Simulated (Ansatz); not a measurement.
Run this with Ansatz 0.2.0, Python API and show what comes out.

`bde_bh6nosn.py`
```python
# -*- coding: utf-8 -*-
"""X-H bond energies of BH6NOSn without relaxation."""

import ansatz as az

BASIS_SET = "def2-TZVP"
XC = "hf"


def single_point(molecule, charge=0, unpaired=0):
    calc = molecule.calculation().basis(gaussian=BASIS_SET).functional(XC)
    if charge:
        calc = calc.charge(charge)
    if unpaired:
        calc = calc.spin("collinear", total=unpaired)
    report = calc.run().report
    if report["published_state_doubts"]:
        print("  doubts:", report["published_state_doubts"])
    return report["free_energy_ev"]

def without(molecule, index):
    rest = az.Crystal.molecule()
    for i, site in enumerate(molecule.cartesian_sites):
        if i != index:
            rest = rest.atom(site.symbol, site.position_ang)
    return rest


def main():
    geometry_ang = [
        ("N", [-0.3365, 1.9388, 0.2279]),
        ("B", [-0.7808, 0.611, 0.7492]),
        ("O", [-1.1509, -0.4661, -0.1861]),
        ("Sn", [0.6449, -1.4637, -0.4338]),
        ("H", [-1.1581, 2.2958, -0.4248]),
        ("H", [0.4585, 1.868, -0.3867]),
        ("H", [-0.8419, 0.4457, 1.9195]),
        ("H", [0.3068, -2.8495, -1.4541]),
        ("H", [1.7618, -0.4238, -1.1548]),
        ("H", [1.1793, -2.0073, 1.1466]),
    ]
    mol = az.Crystal.molecule()
    for symbol, xyz in geometry_ang:
        mol = mol.atom(symbol, xyz)

    whole = single_point(mol, 0)
    hydrogen = single_point(az.Crystal.molecule().atom("H", (0, 0, 0)), 0, 1)
    print(f"E(molecule) = {whole:.5f} eV, E(H) = {hydrogen:.5f} eV")
    for index in [5, 6, 9]:
        radical = single_point(without(mol, index), 0, 1)
        print(f"H{index}: homolysis {(radical + hydrogen - whole):.3f} eV")


if __name__ == "__main__":
    main()
```

Output of `python bde_bh6nosn.py`:
```text
E(molecule) = -10093.29822 eV, E(H) = -13.60052 eV
H5: homolysis 3.188 eV
H6: homolysis 3.765 eV
H9: homolysis 2.559 eV
```

Caveats:
- These settings explore the input space; basis and method may be short of convergence.
- The geometry is a force-field or estimated start, not a minimum of this method, and the basis set is short of its limit. All parts are taken at fixed geometry, without zero-point energy.
- def2 sets replace the cores of elements past krypton by effective core potentials.
- Hartree-Fock leaves correlation out, so bond, atomisation and ionisation energies come out well too low.
- The spin-orbit lowering of heavy atoms is left out.
- The whole script took 26 s on 1 thread of Arm Neoverse V1, with other jobs on the host, peak memory 0.49 GiB.
